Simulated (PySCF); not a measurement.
# C₆H₉Cl₂F: magnetic properties

What do calculations give for the magnetic properties of C₆H₉Cl₂F (`CC/C(F)=C\[C@H](Cl)CCl`)?

Computed with PySCF 2.14.0 and routines of our own; the level stands in each step. Atoms count from 0.

## Step 1: The starting structure

18 atoms, charge 0, multiplicity 1; geometry from: GFN2-xTB.

## Step 2: Magnetic properties: GIAO B3LYP/pcSseg-1

What the job is given:

```
{"job": {"kind": "mag", "xc": "B3LYP", "basis": "pcSseg-1", "isotopologues": 0}, "charge": 0, "multiplicity": 1}
C     -2.113506     0.926539    -0.684754
C     -1.699091    -0.495808    -0.295449
C     -0.834071    -0.469094     0.919766
F     -1.550567    -0.321442     2.057775
C      0.486900    -0.515828     1.035789
C      1.449764    -0.663308    -0.085115
Cl     2.317519    -2.240271     0.101582
C      2.507403     0.427803    -0.086758
Cl     1.728069     1.984655    -0.460691
H     -2.754411     0.902460    -1.561908
H     -2.658757     1.396258     0.130212
H     -1.236141     1.529348    -0.906125
H     -1.175595    -0.976556    -1.120721
H     -2.591483    -1.081212    -0.063564
H      0.921134    -0.458283     2.024058
H      0.952808    -0.708743    -1.055062
H      2.979197     0.522948     0.891114
H      3.262067     0.246850    -0.851807
```

Method: GIAO B3LYP/pcSseg-1 magnetisability, rotational g tensor and spin-rotation constants, non-relativistic, gas phase.

Launch:

```
> OMP_NUM_THREADS=1 python excited_run.py task.json out
```

This one command runs all jobs of the session in turn.

Standard output:

```text
coarse grid: 16432 points
cycle   1  E = -1254.1104605080  dE =  9.655e-01  |g| = 5.963e-01  |ddm| = 3.808e+00
cycle   2  E = -1254.0650759252  dE =  4.538e-02  |g| = 8.066e-01  |ddm| = 1.181e+00
cycle   3  E = -1254.1834384119  dE = -1.184e-01  |g| = 9.870e-02  |ddm| = 6.595e-01
cycle   4  E = -1254.1852349149  dE = -1.797e-03  |g| = 3.737e-02  |ddm| = 1.020e-01
cycle   5  E = -1254.1855179889  dE = -2.831e-04  |g| = 8.128e-03  |ddm| = 3.430e-02
cycle   6  E = -1254.1855318652  dE = -1.388e-05  |g| = 2.408e-03  |ddm| = 8.745e-03
cycle   7  E = -1254.1855329188  dE = -1.054e-06  |g| = 8.380e-04  |ddm| = 2.790e-03
final grid: 150696 points
cycle   8  E = -1254.2501876136  dE = -4.254e-05  |g| = 7.778e-03  |ddm| = 2.827e-02
cycle   9  E = -1254.2501717521  dE =  1.586e-05  |g| = 1.162e-02  |ddm| = 1.540e-02
cycle  10  E = -1254.2502015369  dE = -2.978e-05  |g| = 1.218e-03  |ddm| = 1.039e-02
cycle  11  E = -1254.2502018128  dE = -2.759e-07  |g| = 3.442e-04  |ddm| = 1.428e-03
cycle  12  E = -1254.2502018353  dE = -2.251e-08  |g| = 1.451e-04  |ddm| = 3.667e-04
cycle  13  E = -1254.2502018402  dE = -4.860e-09  |g| = 3.788e-05  |ddm| = 1.365e-04
cycle  14  E = -1254.2502018405  dE = -3.261e-10  |g| = 7.418e-06  |ddm| = 3.967e-05
converged SCF energy = -1254.2502018405

Magnetisability tensor (1e-30 J/T^2)
    -1680.11       82.46       -0.19
       82.46    -1902.06       52.06
       -0.19       52.06    -1605.48
isotropic -1729.22   principal values   -1936.76  -1657.14  -1593.76
isotropic susceptibility -104.136 1e-6 cm^3/mol

Inertial axes            a          b          c
rot. const./GHz      1.1305     0.8084     0.5616
chi total          -103.412   -112.936    -96.060
chi diamagnetic   -1104.058  -1555.133  -2114.363
chi paramagnetic   1000.646   1442.196   2018.304
quadrupole/D A        3.614     -8.276      4.662
g nuclear            0.5195     0.5455     0.5245
g electronic        -0.5314    -0.5477    -0.5325
g total             -0.0119    -0.0022    -0.0080

Spin-rotation constants (kHz, H = +C I.J)
atom  isotope        aa         bb         cc
  3    19F        1.767      0.627      0.728
  6   35Cl        0.240      0.139      0.221
  8   35Cl        0.230      0.076      0.159
  9     1H       -0.097     -0.090     -0.002
 10     1H       -0.048     -0.090     -0.024
 11     1H       -0.054     -0.029     -0.063
 12     1H       -0.054     -0.097     -0.010
 13     1H       -0.034     -0.042     -0.059
 14     1H       -0.111     -0.096      0.043
 15     1H       -0.098     -0.090      0.023
 16     1H       -0.109     -0.089      0.020
 17     1H       -0.001     -0.085     -0.033
  0    13C*       0.170      0.108      0.086
  1    13C*       0.198      0.131      0.087
  2    13C*       0.433      0.235      0.290
  4    13C*       0.333      0.162      0.224
  5    13C*       0.257      0.147      0.140
  7    13C*       0.231      0.145      0.130
* in the singly substituted isotopologue
```

Wall time 55 s (1 thread of Arm Neoverse V2, shared host); peak memory 0.96 GiB.

From this job:

| quantity | value |
| --- | --- |
| magnetisability | -1729·10⁻³⁰ J/T² |
| molar susceptibility | -104.1·10⁻⁶ cm³/mol |
| rotational g (a, b, c) | -0.0119, -0.0022, -0.0080 |

## Step 3: Magnetic properties: GIAO HF/cc-pVDZ in cyclohexane

The job, as its differences from that of step 2:

```diff
@@ -1,2 +1,2 @@
-{"job": {"kind": "mag", "xc": "B3LYP", "basis": "pcSseg-1", "isotopologues": 0}, "charge": 0, "multiplicity": 1}
+{"job": {"kind": "mag", "xc": "HF", "basis": "cc-pVDZ", "solvent": "cyclohexane"}, "charge": 0, "multiplicity": 1}
 C     -2.113506     0.926539    -0.684754
```

Method: GIAO HF/cc-pVDZ magnetisability, non-relativistic, IEF-PCM cyclohexane.

Standard output:

```text
final grid: 150696 points
cycle   1  E = -1250.7266307566  dE =  1.905e+00  |g| = 7.646e-01  |ddm| = 6.605e+00
cycle   2  E = -1250.8568768790  dE = -1.302e-01  |g| = 4.367e-01  |ddm| = 1.888e+00
cycle   3  E = -1250.8991529767  dE = -4.228e-02  |g| = 7.675e-02  |ddm| = 7.564e-01
cycle   4  E = -1250.9014614865  dE = -2.309e-03  |g| = 2.136e-02  |ddm| = 2.124e-01
cycle   5  E = -1250.9016168740  dE = -1.554e-04  |g| = 6.680e-03  |ddm| = 4.673e-02
cycle   6  E = -1250.9016383658  dE = -2.149e-05  |g| = 2.050e-03  |ddm| = 1.903e-02
cycle   7  E = -1250.9016419100  dE = -3.544e-06  |g| = 8.901e-04  |ddm| = 7.883e-03
cycle   8  E = -1250.9016423804  dE = -4.704e-07  |g| = 2.925e-04  |ddm| = 2.868e-03
cycle   9  E = -1250.9016424395  dE = -5.908e-08  |g| = 1.110e-04  |ddm| = 1.054e-03
cycle  10  E = -1250.9016424465  dE = -7.027e-09  |g| = 3.590e-05  |ddm| = 3.307e-04
cycle  11  E = -1250.9016424474  dE = -9.122e-10  |g| = 1.204e-05  |ddm| = 1.250e-04
converged SCF energy = -1250.9016424474

Magnetisability tensor (1e-30 J/T^2)
    -1753.48       69.28       -6.41
       69.28    -1947.21       46.09
       -6.41       46.09    -1671.42
isotropic -1790.70   principal values   -1976.34  -1732.17  -1663.60
isotropic susceptibility -107.839 1e-6 cm^3/mol

Inertial axes            a          b          c
rot. const./GHz      1.1305     0.8084     0.5616
chi total          -107.349   -115.795   -100.372
chi diamagnetic   -1104.725  -1554.615  -2115.355
chi paramagnetic    997.376   1438.821   2014.983
quadrupole/D A        4.101     -9.801      5.699
```

Wall time 22 s (1 thread of Arm Neoverse V2, shared host); peak memory 0.9 GiB.

In short:

```csv
quantity,value
magnetisability,-1791·10⁻³⁰ J/T²
molar susceptibility,-107.8·10⁻⁶ cm³/mol
```

## Step 4: Magnetic properties: GIAO revPBE/6-31G*

The job, as its differences from that of step 3:

```diff
@@ -1,2 +1,2 @@
-{"job": {"kind": "mag", "xc": "HF", "basis": "cc-pVDZ", "solvent": "cyclohexane"}, "charge": 0, "multiplicity": 1}
+{"job": {"kind": "mag", "xc": "revPBE", "basis": "6-31G*", "scf": {"conv": 0.1, "aux": "cc-pvdz-ri", "max_cycle": 72}}, "charge": 0, "multiplicity": 1}
 C     -2.113506     0.926539    -0.684754
```

Level: GIAO revPBE/6-31G* magnetisability, rotational g tensor and spin-rotation constants, non-relativistic, gas phase.

Standard output:

```text
final grid: 150696 points
cycle   1  E = -1253.9351984151  dE =  8.029e-01  |g| = 6.414e-01  |ddm| = 4.053e+00
cycle   2  E = -1253.8356407914  dE =  9.956e-02  |g| = 9.638e-01  |ddm| = 1.556e+00
cycle   3  E = -1254.0242272350  dE = -1.886e-01  |g| = 1.659e-01  |ddm| = 8.973e-01
cycle   4  E = -1254.0301900664  dE = -5.963e-03  |g| = 5.198e-02  |ddm| = 2.013e-01
converged SCF energy = -1254.0301900664

Magnetisability tensor (1e-30 J/T^2)
    -1630.99       68.14       -6.16
       68.14    -1774.41       69.85
       -6.16       69.85    -1529.15
isotropic -1644.85   principal values   -1817.37  -1607.77  -1509.40
isotropic susceptibility -99.055 1e-6 cm^3/mol

Inertial axes            a          b          c
rot. const./GHz      1.1305     0.8084     0.5616
chi total           -99.709   -106.492    -90.964
chi diamagnetic   -1100.663  -1551.447  -2110.795
chi paramagnetic   1000.954   1444.955   2019.831
quadrupole/D A        3.876     -8.506      4.630
g nuclear            0.5195     0.5455     0.5245
g electronic        -0.5316    -0.5488    -0.5329
g total             -0.0121    -0.0033    -0.0084

Spin-rotation constants (kHz, H = +C I.J)
atom  isotope        aa         bb         cc
  3    19F        1.791      0.602      0.783
  6   35Cl        0.226      0.132      0.201
  8   35Cl        0.222      0.073      0.149
  9     1H       -0.097     -0.091     -0.001
 10     1H       -0.055     -0.090     -0.022
 11     1H       -0.058     -0.029     -0.067
 12     1H       -0.053     -0.099     -0.011
 13     1H       -0.033     -0.042     -0.058
 14     1H       -0.115     -0.093      0.041
 15     1H       -0.100     -0.095      0.019
 16     1H       -0.112     -0.093      0.016
 17     1H       -0.006     -0.089     -0.036
  0    13C*       0.154      0.098      0.078
  1    13C*       0.180      0.124      0.081
  2    13C*       0.381      0.207      0.249
  4    13C*       0.304      0.139      0.192
  5    13C*       0.227      0.126      0.123
  7    13C*       0.202      0.126      0.115
* in the singly substituted isotopologue
```

It took 22 s on 1 thread of Arm Neoverse V2, shared host; peak memory 0.55 GiB.

It converged, yet the result is unsound: the SCF threshold of 0.1 Eh is far too loose; the fitting basis cc-pvdz-ri is not made for Coulomb and exchange fitting here.

## Step 5: Summary of results

| quantity | value |
| --- | --- |
| magnetisability (step 2, GIAO B3LYP/pcSseg-1) | -1729·10⁻³⁰ J/T² |
| molar susceptibility (step 2, GIAO B3LYP/pcSseg-1) | -104.1·10⁻⁶ cm³/mol |
| rotational g (a, b, c) (step 2, GIAO B3LYP/pcSseg-1) | -0.0119, -0.0022, -0.0080 |
| runs | 0 failed, 1 ended on unsound input |

The values above hold for this geometry and these levels alone. Vibrational averaging and real surroundings are missing from these values.
